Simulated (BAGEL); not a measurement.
# C2H5BO (SMILES B1CCO1), step by step

Aim: a single-point energy (HF/6-31G*), then a single-point energy (NEVPT2(2,2)/6-31G*), then a single-point energy (CASPT2(2,2)/6-31G*) of C2H5BO. 

Program for the calculation: BAGEL 1.2.2.

## 1. The structure to begin with

C2H5BO: 9 atoms, total charge 0, spin state singlet. SMILES: `B1CCO1`. The coordinates come from a PBE0-D4/def2-TZVP relaxation.

Bond lengths: B1–C2 1.580 Å, C2–C3 1.533 Å, B1–O4 1.364 Å, C3–O4 1.455 Å, B1–H5 1.194 Å, C2–H6 1.091 Å, C2–H7 1.091 Å, C3–H8 1.092 Å, C3–H9 1.092 Å. Some angles: B1–C2–C3 80.2°, C2–B1–O4 95.4°, C2–C3–O4 93.7°, B1–O4–C3 90.7°, B1–C2–H6 117.4°, B1–C2–H7 117.4°, C3–C2–H6 115.4°, C3–C2–H7 115.4°, C2–B1–H5 139.9°, O4–B1–H5 124.7°.

## 2. The energy at HF/6-31G(d) (density fitting with svp-jkfit, spherical functions) (run 1)

Input file calc.json:

```json
{ "bagel" : [

{
  "title" : "molecule",
  "basis" : "6-31gs.json",
  "df_basis" : "svp-jkfit",
  "angstrom" : "true",
  "geometry" : [
    { "atom" : "B", "xyz" : [   -0.402609,    0.301714,   -1.082031 ] },
    { "atom" : "C", "xyz" : [    0.505991,    0.617014,    0.170969 ] },
    { "atom" : "C", "xyz" : [   -0.098609,   -0.719586,    0.617669 ] },
    { "atom" : "O", "xyz" : [   -0.884809,   -0.878486,   -0.596231 ] },
    { "atom" : "H", "xyz" : [   -0.697000,    0.772800,   -2.139500 ] },
    { "atom" : "H", "xyz" : [    0.236291,    1.479014,    0.782169 ] },
    { "atom" : "H", "xyz" : [    1.586191,    0.614114,    0.020969 ] },
    { "atom" : "H", "xyz" : [   -0.757609,   -0.681286,    1.487169 ] },
    { "atom" : "H", "xyz" : [    0.600591,   -1.551486,    0.721469 ] }
  ]
},
{ "title" : "hf" },
{ "title" : "print", "file" : "orbitals.molden", "orbitals" : "true" }

]}
```

The basis set 6-31G* is read from a file made from the Basis Set Exchange's data (not shown).

Run with:

```bash
BAGEL_NUM_THREADS=1 BAGEL calc.json > calc.out
```

Output:

```text
* using 1 threads per process

  ===============================================================
  ===============================================================

  *** Geometry ***

  { "atom" : "B", "xyz" : [     -0.760821,      0.570157,     -2.044742 ] },
  { "atom" : "C", "xyz" : [      0.956184,      1.165987,      0.323085 ] },
  { "atom" : "C", "xyz" : [     -0.186344,     -1.359820,      1.167225 ] },
  { "atom" : "O", "xyz" : [     -1.672047,     -1.660098,     -1.126713 ] },
  { "atom" : "H", "xyz" : [     -1.317139,      1.460380,     -4.043069 ] },
  { "atom" : "H", "xyz" : [      0.446525,      2.794931,      1.478085 ] },
  { "atom" : "H", "xyz" : [      2.997467,      1.160507,      0.039626 ] },
  { "atom" : "H", "xyz" : [     -1.431674,     -1.287444,      2.810342 ] },
  { "atom" : "H", "xyz" : [      1.134953,     -2.931884,      1.363379 ] },

  Number of auxiliary basis functions:      392

  Since a DF basis is specified, we compute 2- and 3-index integrals:
    o Being stored without compression. Storage requirement is 0.014 GB

  Number of basis functions:       66
  Number of electrons      :       30

    * METHOD: MOLECULE                             0.13

  *** RHF ***

  === Nuclear Repulsion ===
   111.7131293653

      * DIIS with orbital gradients will be used.

  === RHF iteration (6-31gs.json) ===
      0       -178.02721335          0.02245275           0.03
      1       -178.14293941          0.01430780           0.03
      2       -178.19739346          0.00232033           0.03
      3       -178.19932373          0.00068632           0.03
      4       -178.19946659          0.00009973           0.03
      5       -178.19947267          0.00002260           0.03
      6       -178.19947303          0.00000785           0.03
      7       -178.19947307          0.00000249           0.03
      8       -178.19947308          0.00000086           0.03
      9       -178.19947308          0.00000032           0.03
     10       -178.19947308          0.00000011           0.03
     11       -178.19947308          0.00000004           0.03
     12       -178.19947308          0.00000001           0.03
     13       -178.19947308          0.00000000           0.03
    * SCF iteration converged.

    * Permanent dipole moment:
           (   -0.485013,    -0.315133,    -0.502200) a.u.

    * METHOD: HF                                   0.49

    * METHOD: PRINT                                0.01

  ===============================================================
```

Run time: 0.8 s. Hardware: 1 thread of Arm Neoverse V2, shared host; peak memory 0.15 GiB.

## 3. The energy at NEVPT2(2,2)/6-31G(d) (density fitting with svp-jkfit, spherical functions) (run 2)

Input file input.json:

```json
{ "bagel": [

{
  "title": "molecule",
  "basis": "6-31gs.json",
  "df_basis": "svp-jkfit",
  "angstrom": "true",
  "geometry": [
    { "atom": "B", "xyz": [      -0.402609,       0.301714,      -1.082031 ] },
    { "atom": "C", "xyz": [       0.505991,       0.617014,       0.170969 ] },
    { "atom": "C", "xyz": [      -0.098609,      -0.719586,       0.617669 ] },
    { "atom": "O", "xyz": [      -0.884809,      -0.878486,      -0.596231 ] },
    { "atom": "H", "xyz": [      -0.697000,       0.772800,      -2.139500 ] },
    { "atom": "H", "xyz": [       0.236291,       1.479014,       0.782169 ] },
    { "atom": "H", "xyz": [       1.586191,       0.614114,       0.020969 ] },
    { "atom": "H", "xyz": [      -0.757609,      -0.681286,       1.487169 ] },
    { "atom": "H", "xyz": [       0.600591,      -1.551486,       0.721469 ] }
  ]
},

{ "title": "hf" },

{ "title": "nevpt2", "nstate": 1, "nact": 2, "nclosed": 14, "active": [11, 21], "maxiter": 200, "natocc": "true", "ncore": 4 },

{ "title": "print", "file": "orbitals.molden", "orbitals": "true" }

]}
```

The basis set 6-31G* is read from a file made from the Basis Set Exchange's data (not shown).

Run with:

```bash
BAGEL_NUM_THREADS=1 BAGEL input.json > input.out
```

Output:

```text
* using 1 threads per process

  ===============================================================
  ===============================================================

  *** Geometry ***

  { "atom" : "B", "xyz" : [     -0.760821,      0.570157,     -2.044742 ] },
  { "atom" : "C", "xyz" : [      0.956184,      1.165987,      0.323085 ] },
  { "atom" : "C", "xyz" : [     -0.186344,     -1.359820,      1.167225 ] },
[... 5 lines of this table left out ...]
  { "atom" : "H", "xyz" : [      1.134953,     -2.931884,      1.363379 ] },

  Number of auxiliary basis functions:      392

  Since a DF basis is specified, we compute 2- and 3-index integrals:
    o Being stored without compression. Storage requirement is 0.014 GB

  Number of basis functions:       66
  Number of electrons      :       30

    * METHOD: MOLECULE                             0.13

  *** RHF ***

  === Nuclear Repulsion ===
   111.7131293653

      * DIIS with orbital gradients will be used.

  === RHF iteration (6-31gs.json) ===
      0       -178.02721335          0.02245275           0.03
      1       -178.14293941          0.01430780           0.03
      2       -178.19739346          0.00232033           0.03
[... 10 lines of this table left out ...]
     13       -178.19947308          0.00000000           0.03
    * SCF iteration converged.

    * Permanent dipole moment:
           (   -0.485013,    -0.315133,    -0.502200) a.u.

    * METHOD: HF                                   0.48

    * freezing 4 orbitals
  ---------------------------
      CASSCF calculation
  ---------------------------

    ==== Active orbitals : =====
         Orbital 11
         Orbital 21
    ============================

    * nstate   :      1
    * nclosed  :     14
    * nact     :      2
    * nvirt    :     50
  === CASSCF iteration (6-31gs.json) ===

    * Using the second-order algorithm

      0  0      -178.20026692     1.80e-04      0.01

      1  0      -178.20899861     8.40e-04      0.14
[... 17 lines of this table left out ...]
     10  0      -178.21313945     6.08e-09      0.12

    * Second-order optimization converged. *

     guess   0:   closed 1.                   open ..

  === FCI iteration ===

      0  0      -178.19935611     7.75e-02      0.00
      1  0      -178.21313789     6.27e-04      0.00
      2  0 *    -178.21313945     3.14e-16      0.00

     * ci vector, state   0, <S^2> = 0.0000
       2.     0.9960678709
       .2    -0.0885934337

  === DF-NEVPT2 calculation ===

    * 3-index integral transformation done
    * assembly done

      NEVPT2 correlation energy:   -0.4894200470      0.09

          (+0)     -0.4600559777
          (+0)'    -0.0048345473
          (+1)     -0.0045005089
          (+1)'    -0.0000000000
          (+2)     -0.0000663253
          (-1)     -0.0135069568
          (-1)'     0.0000000000
          (-2)     -0.0064557310

      NEVPT2 total energy:       -178.7025594930

    * METHOD: NEVPT2                               1.71

    * METHOD: PRINT                                0.01

  ===============================================================
```

Wall time 2.5 s (1 thread of Arm Neoverse V2, shared host); peak memory 0.15 GiB.

## 4. The energy at CASPT2(2,2)/6-31G(d) (density fitting with svp-jkfit, spherical functions) (run 3)

Input file input.json:

```json
{ "bagel" : [

{
  "title" : "molecule",
  "basis" : "6-31gs.json",
  "df_basis" : "svp-jkfit",
  "angstrom" : "true",
  "geometry" : [
    { "atom" : "B", "xyz" : [   -0.402609,    0.301714,   -1.082031 ] },
    { "atom" : "C", "xyz" : [    0.505991,    0.617014,    0.170969 ] },
    { "atom" : "C", "xyz" : [   -0.098609,   -0.719586,    0.617669 ] },
    { "atom" : "O", "xyz" : [   -0.884809,   -0.878486,   -0.596231 ] },
    { "atom" : "H", "xyz" : [   -0.697000,    0.772800,   -2.139500 ] },
    { "atom" : "H", "xyz" : [    0.236291,    1.479014,    0.782169 ] },
    { "atom" : "H", "xyz" : [    1.586191,    0.614114,    0.020969 ] },
    { "atom" : "H", "xyz" : [   -0.757609,   -0.681286,    1.487169 ] },
    { "atom" : "H", "xyz" : [    0.600591,   -1.551486,    0.721469 ] }
  ]
},
{
  "title" : "hf"
},
{
  "title" : "casscf",
  "nstate" : 1,
  "nact" : 2,
  "nclosed" : 14,
  "active" : [11, 21],
  "maxiter" : 200,
  "natocc" : "true"
},
{
  "title" : "print",
  "file" : "orbitals.molden",
  "orbitals" : "true"
},
{
  "title" : "smith",
  "method" : "caspt2",
  "ms" : "true",
  "xms" : "true",
  "sssr" : "true",
  "shift" : 0.2,
  "shift_imag" : "true",
  "ncore" : 4
}

]}
```

The basis set 6-31G* is read from a file made from the Basis Set Exchange's data (not shown).

Run with:

```bash
BAGEL_NUM_THREADS=1 BAGEL input.json > input.out
```

Output:

```text
* using 1 threads per process

  ===============================================================
  ===============================================================

  *** Geometry ***

  { "atom" : "B", "xyz" : [     -0.760821,      0.570157,     -2.044742 ] },
  { "atom" : "C", "xyz" : [      0.956184,      1.165987,      0.323085 ] },
  { "atom" : "C", "xyz" : [     -0.186344,     -1.359820,      1.167225 ] },
[... 5 lines of this table left out ...]
  { "atom" : "H", "xyz" : [      1.134953,     -2.931884,      1.363379 ] },

  Number of auxiliary basis functions:      392

  Since a DF basis is specified, we compute 2- and 3-index integrals:
    o Being stored without compression. Storage requirement is 0.014 GB

  Number of basis functions:       66
  Number of electrons      :       30

    * METHOD: MOLECULE                             0.13

  *** RHF ***

  === Nuclear Repulsion ===
   111.7131293653

      * DIIS with orbital gradients will be used.

[... 6 lines left out ...]
    * SCF iteration converged.
[... 1 line left out ...]
    * Permanent dipole moment:
[... 27 lines left out ...]
    * Second-order optimization converged. *
[... 9 lines left out ...]
     * ci vector, state   0, <S^2> = 0.0000
[... 16 lines left out ...]
    * Zeroth order energy : state  0       -1.0710074384
[... 3 lines left out ...]
      -------------------------------------------  CASPT2 iteration  ---------------------------------------------------
       #      aibj      arbs      arbi      airj      risj      airs      arst      rist         Etot      error   time
      ------------------------------------------------------------------------------------------------------------------

       0  -0.45914  -0.00799  -0.01398  -0.00529  -0.00011  -0.00428  -0.00000  -0.00000   -0.4907914  0.0014088   0.04
       1  -0.45943  -0.00805  -0.01401  -0.00548  -0.00012  -0.00444   0.00000  -0.00000   -0.4915281  0.0002765   0.03
       2  -0.45944  -0.00805  -0.01402  -0.00549  -0.00012  -0.00443  -0.00000  -0.00000   -0.4915546  0.0000561   0.03
       3  -0.45943  -0.00805  -0.01403  -0.00549  -0.00012  -0.00443   0.00000  -0.00000   -0.4915556  0.0000139   0.04
       4  -0.45943  -0.00805  -0.01403  -0.00549  -0.00012  -0.00443   0.00000  -0.00000   -0.4915557  0.0000036   0.04
       5  -0.45943  -0.00805  -0.01403  -0.00549  -0.00012  -0.00443  -0.00000  -0.00000   -0.4915557  0.0000007   0.04

      ------------------------------------------------------------------------------------------------------------------

    * CASPT2 energy : state  0     -178.7069543848
        w/o shift correction       -178.7046951339
        reference weight              0.8645107747

    * METHOD: SMITH                                0.34

  ===============================================================
```

Run time: 2.8 s. Hardware: 1 thread of Arm Neoverse V2, shared host; peak memory 0.15 GiB.

## 5. Summary of results

| quantity | value |
| --- | --- |
| run 1, HF/6-31G*: total energy | -178.19947 Eh |
| run 1, HF/6-31G*: dipole moment | 1.95 D |
| run 1, HF/6-31G*: HOMO energy | -11.63 eV |
| run 1, HF/6-31G*: LUMO energy | 4.30 eV |
| run 1, HF/6-31G*: HOMO–LUMO gap | 15.93 eV |
| run 2, NEVPT2(2,2)/6-31G*: total energy | -178.70256 Eh |
| run 3, CASPT2(2,2)/6-31G*: total energy | -178.70695 Eh |
